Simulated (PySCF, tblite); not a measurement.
# Si₄H₁₀S₃, a fragment of a glass network (branched 4): NMR shifts, core binding energies and electronic excitations

What NMR shifts, core binding energies and electronic excitations should one expect for `[SiH3]S[SiH](S[SiH3])S[SiH3]`? It is drawn as: Si Si Si Si, H ends, S bridges.

Computed with tblite 0.8.0 and PySCF 2.14.0; each step states its level. No surroundings beyond the atoms listed, unless a continuum is named. Atoms count from 0, parts from 1.

## 1. Starting point

17 atoms, charge 0, multiplicity 1; geometry: distance geometry start.

## 2. Geometry optimisation with GFN2-xTB

Job settings and geometry (Å):

```
{"job": {"kind": "relax", "xc": "GFN2-xTB", "basis": "xTB"}, "charge": 0, "multiplicity": 1}
Si    -0.217624     2.736975    -1.161295
S      0.815565     1.029081    -1.896522
Si     0.072470    -0.289577    -0.413710
S      1.355606    -1.969696    -0.312152
Si     2.722217    -1.065012     1.032604
S     -1.840857    -1.001923    -1.079396
Si    -2.529949    -1.579830     0.829515
H      0.093820     3.898075    -2.042328
H     -1.668339     2.496841    -1.148650
H      0.238733     3.034283     0.237169
H     -0.056399     0.368522     0.918610
H      3.260006     0.191719     0.444984
H      3.827877    -1.988139     1.308251
H      2.017372    -0.754691     2.316817
H     -1.616845    -2.552621     1.454310
H     -3.885337    -2.154706     0.715611
H     -2.609990    -0.366040     1.705489
```

With the program's defaults for keys left out, this is: GFN2-xTB geometry optimisation, gas phase.

Command:

```bash
$ OMP_NUM_THREADS=1 python cluster_run.py task.json out
```

One launch serves the whole session: the jobs run in the order shown.

**Question.** The jobs that follow are: PBE0-D3(BJ)/def2-SVP geometry optimisation, gas phase; GIAO PBE0/pcSseg-1 NMR shielding, non-relativistic, gas phase; delta-SCF UKS SCAN, pcX-2 on the ionised atom, pcseg-1 elsewhere, spin-free X2C; TDDFT CAM-B3LYP/def2-SVPD, vertical, gas phase, core orbitals frozen in the response. Predict: point group; rotational constants (main isotopes); $^{1}$H shifts against TMS (PBE0/pcSseg-1, means over atoms taken as alike); $^{29}$Si shifts against TMS (PBE0/pcSseg-1, means over atoms taken as alike); $^{33}$S shifts against CS2 (PBE0/pcSseg-1, means over atoms taken as alike); potential on the surface of density 0.002 e/bohr³, 1st and 99th percentile; Si2p binding energies, SCAN/pcX-2; S2p binding energies, SCAN/pcX-2; lowest singlet (CAM-B3LYP/def2-SVPD); brightest single state of those computed; lowest triplet; vertical ionisation energy (ΔSCF).

As calculated:

| quantity | value |
| --- | --- |
| point group | C3 |
| rotational constants (main isotopes) | 0.67, 0.67, 0.36 GHz |
| $^{1}$H shifts against TMS (PBE0/pcSseg-1, means over atoms taken as alike) | 5.84, 4.73, 4.65, 4.52 ppm |
| $^{29}$Si shifts against TMS (PBE0/pcSseg-1, means over atoms taken as alike) | 32.4, -51.3 ppm |
| $^{33}$S shifts against CS2 (PBE0/pcSseg-1, means over atoms taken as alike) | -242 ppm |
| potential on the surface of density 0.002 e/bohr³, 1st and 99th percentile | -0.83 V and 1.37 V |
| Si2p binding energies, SCAN/pcX-2 | Si2 107.90, Si0 107.51 eV |
| S2p binding energies, SCAN/pcX-2 | S1 169.15 eV |
| lowest singlet (CAM-B3LYP/def2-SVPD) | 6.26 eV (198 nm), f = 0.003 |
| brightest single state of those computed | state 6, 6.33 eV, f = 0.018 |
| lowest triplet | 5.87 eV |
| vertical ionisation energy (ΔSCF) | 9.48 eV |

**Reading.** The start of the PBE0/def2-SVP relaxation was shaken at random by about 0.01 Å, so part of the energy gained, and of the first lengths quoted, undoes that. Relaxing lowered the energy by 0.399 eV in 11 steps; the close pair that moved most is Si4–H12, from 1.430 to 1.490 Å (PBE0/def2-SVP). Hydrogens of an XH3 group are listed apart at this fixed geometry; free rotation makes them one line at their mean. At PBE0/pcSseg-1: The largest span, 178 ppm, is at S1, S3, S5, where the paramagnetic term is -324 ppm. At SCAN/pcX-2: Si2 (silicon bonded to 3 S, H) binds its Si2p electron 0.40 eV more tightly than Si0 (silicon bonded to S, 3 H). The lowest singlet, at 6.26 eV, is HOMO→LUMO+3 0.19, HOMO→LUMO+1 0.16 and is weak; of the 6 states computed, the strongest absorption comes from states 1 to 5 together at 6.29 eV. The lowest triplet lies 0.39 eV below the lowest singlet (triplets in Tamm-Dancoff, singlets in full TDDFT). ΔSCF puts the ionisation energy at 9.48 eV, 0.55 eV above −ε(HOMO). A capped cluster stands for the solid here, so long-range fields and strain are missing, and bands or shifts of the capping hydrogens have no counterpart in it.
